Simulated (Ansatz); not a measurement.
# CH5N2OSi, SMILES [NH][SiH2]C(N)=O: a geometry optimisation

Program: Ansatz 0.2.0, Python API.

Notebook, run cell by cell (the value of a cell's last expression is shown):

**Cell 1**
```python
import itertools
import warnings

import ansatz
from ase import Atoms
from ase.data import atomic_numbers, covalent_radii
import numpy as np
import pandas as pd
```

**Cell 2**
```python
params = {
    "basis": "cc-pVDZ",
    "xc": "B3LYP",
    "dispersion": "d4",
}
```

**Cell 3**
```python
warnings.simplefilter("ignore", ansatz.DeckWarning)
```

**Cell 4**
```python
atoms = Atoms(["N", "Si", "C", "N", "O", "H", "H", "H", "H", "H"], positions=[
    (-2.1524, 0.0221, -1.0495),
    (-1.0176, -0.1605, 0.3216),
    (0.6748, 0.3514, -0.2007),
    (1.8153, -0.4003, 0.2091),
    (0.8224, 1.3898, -0.8968),
    (-2.1673, 1.0369, -1.2961),
    (-1.4598, 0.6845, 1.4407),
    (-0.9958, -1.5667, 0.7513),
    (1.7067, -1.2556, 0.7979),
    (2.7737, -0.1015, -0.0776),
])
system = ansatz.Crystal.molecule_from_ase(atoms)
```

**Cell 5**
```python
setup = (
    system.calculation()
    .basis(gaussian=params["basis"])
    .functional(params["xc"], dispersion=params["dispersion"])
    .spin("collinear", total=1)
    .accuracy("medium")
)
symbols = [site.symbol for site in system.cartesian_sites]
start = np.array([site.position_ang for site in system.cartesian_sites], dtype=float)
def progress(event):
    if event["event"] == "relax_step":
        row = event["data"]
        print(f"step {row['step']:3d}  E = {row['lagrangian_ev']:.6f} eV  largest force component {row['allowed_force_max_ev_ang']:.4f} eV/A")


summary = setup.relax(force_tolerance=0.02).session().plan().execute(on_event=progress).report
end = np.array(summary["positions_ang"])
```
Output:
```text
step   1  E = -14022.460992 eV  largest force component 3.9209 eV/A
step   2  E = -14022.687245 eV  largest force component 1.8810 eV/A
step   3  E = -14022.745278 eV  largest force component 0.7153 eV/A
step   4  E = -14022.734374 eV  largest force component 0.3754 eV/A
step   5  E = -14022.762176 eV  largest force component 0.1537 eV/A
step   6  E = -14022.763788 eV  largest force component 0.0604 eV/A
step   7  E = -14022.764091 eV  largest force component 0.0171 eV/A
```

**Cell 6**
```python
print(f"E = {summary['free_energy_ev']:.6f} eV = {summary['free_energy_ev'] / 27.211386246:.7f} Ha")
print("converged:", summary["converged"], " doubts:", summary["published_state_doubts"] or "none")
```
Output:
```text
E = -14022.764347 eV = -515.3270848 Ha
converged: True  doubts: none
```

**Cell 7**
```python
# pairs closer than 1.2 times the sum of covalent radii, before or after
radius = [covalent_radii[atomic_numbers[s]] for s in symbols]
span = lambda where, i, j: np.linalg.norm(where[i] - where[j])
bonded = [(i, j) for i, j in itertools.combinations(range(len(symbols)), 2) if min(span(start, i, j), span(end, i, j)) < 1.2 * (radius[i] + radius[j])]
print("pair        before    after (A)")
for i, j in bonded:
    print(f"{symbols[i]}{i}-{symbols[j]}{j}".ljust(10), f"{span(start, i, j):8.4f} {span(end, i, j):8.4f}")
```
Output:
```text
pair        before    after (A)
N0-Si1       1.7891   1.7725
N0-H5        1.0444   1.0361
Si1-C2       1.8437   1.9431
Si1-H6       1.4704   1.4992
Si1-H7       1.4705   1.4972
C2-N3        1.4261   1.3613
C2-O4        1.2588   1.2260
N3-H8        1.0440   1.0117
N3-H9        1.0440   1.0170
```

**Cell 8**
```python
charges = summary["charge_distribution"]
table = pd.DataFrame({"atom": symbols, "mulliken": charges["mulliken_charges_e"], "lowdin": charges["lowdin_charges_e"]})
print(table.round(3).to_string())
print("dipole (e A):", np.round(charges["dipole_moment_e_ang"], 4) + 0.0)
with open("ch5n2osi_opt.xyz", "w") as handle:
    handle.write(f"{len(symbols)}\nrelaxed CH5N2OSi\n")
    handle.writelines(f"{s:2s} {x:11.6f} {y:11.6f} {z:11.6f}\n" for s, (x, y, z) in zip(symbols, end))
```
Output:
```text
  atom  mulliken  lowdin
0    N    -0.265   0.090
1   Si     0.401   0.107
2    C     0.032  -0.441
3    N    -0.068   0.271
4    O    -0.270   0.116
5    H     0.122  -0.022
6    H    -0.062  -0.051
7    H    -0.092  -0.073
8    H     0.105   0.002
9    H     0.097  -0.000
dipole (e A): [ 0.4973 -0.4063  0.3138]
```

`ch5n2osi_opt.xyz`, as written:
```text
10
relaxed CH5N2OSi
N    -2.174061    0.041489   -0.973575
Si   -1.067329   -0.180770    0.392979
C     0.707303    0.390329   -0.154961
N     1.791820   -0.373358    0.151323
O     0.781401    1.453466   -0.760984
H    -1.866316    0.882627   -1.494484
H    -1.470449    0.725299    1.517282
H    -1.113935   -1.604717    0.853357
H     1.696239   -1.269121    0.611698
H     2.715326   -0.065145   -0.142736
```

These settings explore the input space; basis and method may be short of convergence. The end point is the stationary point reached from this start; no frequency run checks that it is a minimum, and the basis set is modest. The species is open-shell (spin multiplicity 2). The Löwdin charges here are taken after orthogonalising the functions within each atom; they differ from plain Löwdin charges, and their signs can be unphysical. b3lyp holds the VWN-RPA fit, as in Gaussian; the form of ORCA and Turbomole is b3lyp5. The whole script took 53 s on 1 thread of Arm Neoverse V2, with other jobs on the host, peak memory 0.4 GiB.

(Lines on the test bed's own set-up are left out of the output.)
